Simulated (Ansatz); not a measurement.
# FePt: the cost of one run

Computed with Ansatz 0.2.0 (DFT PBEsol, scalar-relativistic, plane waves, PAW).

## (1) Starting point

Symmetry: P4/mmm, No. 123, tetragonal system. The conventional cell has a = 2.729 Å, b = 2.729 Å, c = 3.767 Å, α = 90.00°, β = 90.00°, γ = 90.00°. Fe (site symmetry 4/mmm) has 8 Pt at 2.70 Å and 4 Fe at 2.73 Å as nearest neighbours. Around Pt (site symmetry 4/mmm) lie 8 Fe at 2.70 Å and 4 Pt at 2.73 Å.

Structure file:

```cif
data_structure
_symmetry_space_group_name_H-M 'P 1'
_symmetry_Int_Tables_number 1
_cell_length_a 2.7288
_cell_length_b 2.7288
_cell_length_c 3.7665
_cell_angle_alpha 90.000
_cell_angle_beta 90.000
_cell_angle_gamma 90.000
_cell_volume 28.05
loop_
_atom_site_label
_atom_site_type_symbol
_atom_site_fract_x
_atom_site_fract_y
_atom_site_fract_z
_atom_site_occupancy
Fe1 Fe 0.00000 0.00000 0.00000 1
Pt1 Pt 0.50000 0.50000 0.50000 1
```

It is the result of an earlier relaxation at this level (volume 14.02 Å³/atom; gap on the mesh: none (metal), site moments up to 3.0 μB).

## (2) Relaxing with PBEsol

Contents of input.yaml:

```yaml
crystal:
  lattice:
    - [2.7287941274, 0.0, 0.0]
    - [0.0, 2.7287941274, 0.0]
    - [0.0, 0.0, 3.7665064132]
  atoms:
    - { symbol: Fe, position: [0.0, 0.0, 0.0], spin: 3.28 }
    - { symbol: Pt, position: [0.5, 0.5, 0.5], spin: 0.42 }
basis:
  ecutwfc: 420
kpoints:
  mp_grid: { grid: [16, 16, 12] }
hamiltonian:
  xc: pbesol
scf:
  occupations: { method: gaussian, width: 0.1 }
output:
  forces: true
  stress: true
  eigenvalues: true
  populations: true
magnetization:
  spin_polarized: true
relax:
  adjacent_minimum: "off"
  f_tol: 0.005
  max_steps: 50
  cell: { stress_tol: 0.05 }
```

Command:

```bash
ansatz run input.yaml --threads 1 --pin off --max-ram 2560MiB --backend cpu --events-out ev --progress --plain --runs-dir out
```

Q: Estimate wall time and peak memory on 1 thread of AMD EPYC 9R45 (Zen 5), shared host.

About 63 s, with a peak of 0.66 GiB.
